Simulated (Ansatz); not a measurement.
# C₅H₈O₂: up Jacob's ladder to CCSD(T)

Aim: compute C₅H₈O₂ with functionals from several rungs and with coupled cluster. The yardstick is the atomisation energy at the CCSD(T) limit.

Method: functionals in def2-TZVPP, the program's frozen cores in correlated methods; program: Ansatz 0.2.0, Gaussian basis.

The runs, in order: LDA (SPW92), PBE-D4, revPBE-D4, BLYP-D4, r2SCAN-D4, B97M-V, PBE0-D4, B3LYP-D4, r2SCANh-D4, r2SCAN0-D4, HSE06-D4, BHLYP-D4, CAM-B3LYP-D4, LC-ωPBE, ωB97X-V, ωB97M-V, B2PLYP, PBE-QIDH; CCSD(T)/def2-SVP; CCSD(T)/def2-TZVPP; MP2/def2-QZVPP; extrapolation to the limit; RPA on PBE.

## Step 1: The geometry

The geometry comes from an earlier relaxation with PBE0-D4 in a triple-zeta def2 set; it is a stationary point, not always the lowest conformer.

SMILES `CC1(C)COC1=O`, 15 atoms, charge 0, spin multiplicity 1.

Atoms are counted from 1 here; the program's logs count them from 0.

Bond lengths: C1–C2 1.516 Å, C1–H8 1.092 Å, C1–H9 1.092 Å, C1–H10 1.093 Å, C2–C3 1.516 Å, C2–C4 1.536 Å, C2–C6 1.526 Å, C3–H11 1.092 Å, C3–H12 1.092 Å, C3–H13 1.093 Å, C4–O5 1.454 Å, C4–H14 1.091 Å, C4–H15 1.091 Å, O5–C6 1.362 Å, C6–O7 1.185 Å. Angles: C2–C1–H8 110.2°, C2–C1–H9 111.6°, C2–C1–H10 110.4°, H8–C1–H9 108.0°, H8–C1–H10 108.2°, H9–C1–H10 108.4°, C1–C2–C3 112.5°, C1–C2–C4 115.9°, C1–C2–C6 113.4°, C3–C2–C4 115.9°, C3–C2–C6 113.3°, C4–C2–C6 82.7°, C2–C3–H11 111.6°, C2–C3–H12 110.2°, C2–C3–H13 110.4°, H11–C3–H12 108.0°, H11–C3–H13 108.4°, H12–C3–H13 108.2° and more.

## Step 2: LDA

This LDA is Slater exchange with PW92 correlation.

Contents of in.yaml:

```yaml
crystal:
  periodic: [false, false, false]
  atoms:
    - {symbol: C, position_ang: [-1.514433, 0.048604, 0.162763]}
    - {symbol: C, position_ang: [-0.003702, 0.012348, 0.035936]}
    - {symbol: C, position_ang: [0.613912, -1.149158, 0.790384]}
    - {symbol: C, position_ang: [0.557718, 0.273480, -1.369216]}
    - {symbol: O, position_ang: [1.135417, 1.532188, -0.925106]}
    - {symbol: C, position_ang: [0.661158, 1.352316, 0.338965]}
    - {symbol: O, position_ang: [0.790222, 2.070923, 1.272354]}
    - {symbol: H, position_ang: [-1.802516, 0.147066, 1.211251]}
    - {symbol: H, position_ang: [-1.944753, 0.889314, -0.385750]}
    - {symbol: H, position_ang: [-1.951308, -0.875232, -0.225206]}
    - {symbol: H, position_ang: [1.701326, -1.162549, 0.689434]}
    - {symbol: H, position_ang: [0.374712, -1.078227, 1.853287]}
    - {symbol: H, position_ang: [0.221775, -2.098158, 0.415577]}
    - {symbol: H, position_ang: [1.338355, -0.408307, -1.708783]}
    - {symbol: H, position_ang: [-0.177894, 0.445388, -2.155893]}
basis:
  gaussian: {orbitals: def2-TZVPP}
hamiltonian: {xc: lda}
output: {orbitals: {seedname: orbitals}}
```

The run is started by

```
$ ansatz run in.yaml --threads 2 --pin off --events-out ev --progress --plain --max-ram 32768MiB --backend cuda --devices 0, --max-vram 18GiB
```

The runs that follow: PBE-D4 (GGA); revPBE-D4 (GGA); BLYP-D4 (GGA); r2SCAN-D4 (meta-GGA); B97M-V (meta-GGA); PBE0-D4 (hybrid); B3LYP-D4 (hybrid); r2SCANh-D4 (hybrid); r2SCAN0-D4 (hybrid); HSE06-D4 (hybrid); BHLYP-D4 (hybrid); CAM-B3LYP-D4 (range-separated); LC-ωPBE (range-separated); ωB97X-V (range-separated); ωB97M-V (range-separated); B2PLYP (double hybrid); PBE-QIDH (double hybrid); CCSD(T) in def2-SVP; CCSD(T) in def2-TZVPP; MP2 in def2-QZVPP; RPA on PBE orbitals.

Before running them: what should the planned runs give, taken together? Wanted: atomisation energy, CCSD(T)/CBS; farthest beyond LDA; mean size of error, GGA; mean size of error, meta-GGA; mean size of error, hybrid; mean size of error, range-separated; mean size of error, double hybrid; gap, smallest and largest; T1 diagnostic.

As calculated:

| quantity | value |
| --- | --- |
| atomisation energy, CCSD(T)/CBS | 66.483 eV |
| functionals within 0.332 eV (0.5 %) | BLYP-D4, B97M-V, B3LYP-D4, r2SCANh-D4, ωB97X-V, ωB97M-V, PBE-QIDH |
| farthest beyond LDA | BHLYP-D4 (-2.352 eV) |
| mean size of error, GGA | 0.978 eV |
| mean size of error, meta-GGA | 0.321 eV |
| mean size of error, hybrid | 0.787 eV |
| mean size of error, range-separated | 0.333 eV |
| mean size of error, double hybrid | 0.298 eV |
| gap, smallest and largest | 5.44 eV (LDA (SPW92)), 13.42 eV (LC-ωPBE) |
| T1 diagnostic | 0.0138 |
| triples share of the correlation energy | 4.2 % |

LDA overbinds by 10.883 eV (16 %). PBE-D4 misses by +2.288 eV. Double hybrids carry the basis error of their MP2 part in triple zeta, and no dispersion term here, so their miss is partly the set-up's. The rungs double hybrid, meta-GGA miss on average by less than the doubt on the reference (0.332 eV), so they tie. The reference freezes the cores and leaves out relativity and excitations past (T), so misses under about 0.332 eV can't be ranked. Hartree-Fock recovers 72 % of the binding; the rest is correlation. CCSD(T) in def2-SVP is off by -2.614 eV, worse than the median functional, from the basis alone. The gap grows from 5.4 to 13.4 eV across the functionals, mostly with the share of exact exchange.
